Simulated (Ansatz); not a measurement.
# Cs2KCrSe6: the cost of one run

Computed with Ansatz 0.2.0 (reference: DFT PBEsol, plane waves, PAW, scalar-relativistic, no spin polarisation, unless a step's input says otherwise).

## 1. The system as given

The structure is cubic, space group Fm-3m (No. 225). The conventional cell has a = 10.026 Å, b = 10.026 Å, c = 10.026 Å, α = 90.00°, β = 90.00°, γ = 90.00°. K (site symmetry m-3m) has 6 Se at 2.86 Å as nearest neighbours. Cr (site symmetry m-3m) is surrounded by 6 Se at 2.16 Å. Se (site symmetry 4mm) is surrounded by 1 Cr at 2.16 Å and 1 K at 2.86 Å. Cs (site symmetry -43m) is surrounded by 12 Se at 3.56 Å.

Structure file:

```cif
data_structure
_symmetry_space_group_name_H-M 'Fm-3m'
_symmetry_Int_Tables_number 225
_cell_length_a 10.0263
_cell_length_b 10.0263
_cell_length_c 10.0263
_cell_angle_alpha 90.000
_cell_angle_beta 90.000
_cell_angle_gamma 90.000
_cell_volume 1007.90
loop_
_atom_site_label
_atom_site_type_symbol
_atom_site_symmetry_multiplicity
_atom_site_Wyckoff_symbol
_atom_site_fract_x
_atom_site_fract_y
_atom_site_fract_z
_atom_site_occupancy
K1 K 4 b 0.50000 0.00000 0.00000 1
Cr1 Cr 4 a 0.00000 0.00000 0.00000 1
Se1 Se 24 e 0.21500 0.00000 0.00000 1
Cs1 Cs 8 c 0.25000 0.75000 0.75000 1
```

## 2. The reference run

Input file input.yaml:

```yaml
crystal:
  lattice:
    - [0.0, 5.013139, 5.013139]
    - [5.013139, 0.0, 5.013139]
    - [5.013139, 5.013139, 0.0]
  atoms:
    - { symbol: K, position: [0.5, 0.5, 0.5] }
    - { symbol: Cr, position: [0.0, 0.0, 0.0] }
    - { symbol: Se, position: [0.785, 0.215, 0.215] }
    - { symbol: Se, position: [0.215, 0.785, 0.215] }
    - { symbol: Se, position: [0.215, 0.785, 0.785] }
    - { symbol: Se, position: [0.785, 0.215, 0.785] }
    - { symbol: Se, position: [0.215, 0.215, 0.785] }
    - { symbol: Se, position: [0.785, 0.785, 0.215] }
    - { symbol: Cs, position: [0.25, 0.25, 0.25] }
    - { symbol: Cs, position: [0.75, 0.75, 0.75] }
  symmetry: { tolerance: 0.0003 }
kpoints:
  mp_grid: { grid: [3, 3, 3], shift: [0, 0, 0] }
magnetization:
  spin_polarized: false
scf:
  occupations: { method: cold, width: 0.1725 }
hamiltonian:
  pseudopotentials: { kind: paw }
  xc: pbesol
basis:
  ecutwfc: 420
output:
  forces: true
  stress: true
  eigenvalues: true
```

The run is started by

```sh
ansatz run input.yaml --threads 1 --pin off --max-ram 2560MiB --backend cpu --events-out ev --progress --plain --runs-dir out
```

Q: Estimate wall time and peak memory on 1 thread of Arm Neoverse V1, shared host.

About 8 s, with a peak of 0.55 GiB.
